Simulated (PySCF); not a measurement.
**What single edits do to a PySCF run on Sb2**

What does each single edit do to the base result for Sb2?

Method: method and basis as typed in the scripts; program: PySCF 2.14.0.

1 further run of the same task is left out (it didn't finish).

## Step 1: The system as given

Sb2: 2 atoms, charge 0, spin multiplicity 1.

Bond lengths: Sb1–Sb2 2.730 Å.

## Step 2: Base script

The input, input.py:

```python
from pyscf import gto, scf

mol = gto.M(
    atom='Sb 0 0 0; Sb 0 0 2.73',
    basis='sbkjc',
    ecp={'Sb': 'sbkjc'},
    charge=0,
    spin=0,
    verbose=4,
)
mf = scf.RHF(mol)
mf.kernel()
mf.mulliken_pop()
mf.dip_moment()
print('orbital energies (hartree):', mf.mo_energy[..., max(0, mol.nelec[1]-3):mol.nelec[0]+3].round(4))
```

Command:

```console
$ OMP_NUM_THREADS=1 python input.py
```

The log of this run is left out.

Base result: E(SCF) = -10.537635 Eh, 6 cycles, μ = 0.00 D.

The bond length is a typed value, not an optimised one.

## Step 3: Density fitting def2-universal-jkfit

Edit 1 changes density fitting: none → def2-universal-jkfit.

The input, input.py:

```python
from pyscf import gto, scf

mol = gto.M(
    atom='Sb 0 0 0; Sb 0 0 2.73',
    basis='sbkjc',
    ecp={'Sb': 'sbkjc'},
    charge=0,
    spin=0,
    verbose=4,
)
mf = scf.RHF(mol)
mf = mf.density_fit(auxbasis='def2-universal-jkfit')
mf.kernel()
mf.mulliken_pop()
mf.dip_moment()
print('orbital energies (hartree):', mf.mo_energy[..., max(0, mol.nelec[1]-3):mol.nelec[0]+3].round(4))
```

Command:

```console
$ OMP_NUM_THREADS=1 python input.py
```

Q: Predict the outcome of this session. Wanted: for each run, E(SCF); from base; gap.

**Answer**, as computed:

| run | E(SCF) (hartree) | from base (eV) | cycles | gap (eV) |
| --- | --- | --- | --- | --- |
| base | -10.537635 | 0 | 6 | 6.69 |
| density fitting def2-universal-jkfit | -10.537632 | not comparable | 6 | 6.69 |

Distance from each run's final energy (log10 hartree) by cycle:

```
                                 run  cycle 1  cycle 2  cycle 3  cycle 5  cycle 8  cycle 12
                                base     -2.6     -3.9     -5.3     -9.2     done      done
density fitting def2-universal-jkfit     -2.6     -3.9     -5.3     -9.2     done      done
```

**Reading.** Rows marked «poor choice» come from settings spoiled on purpose.
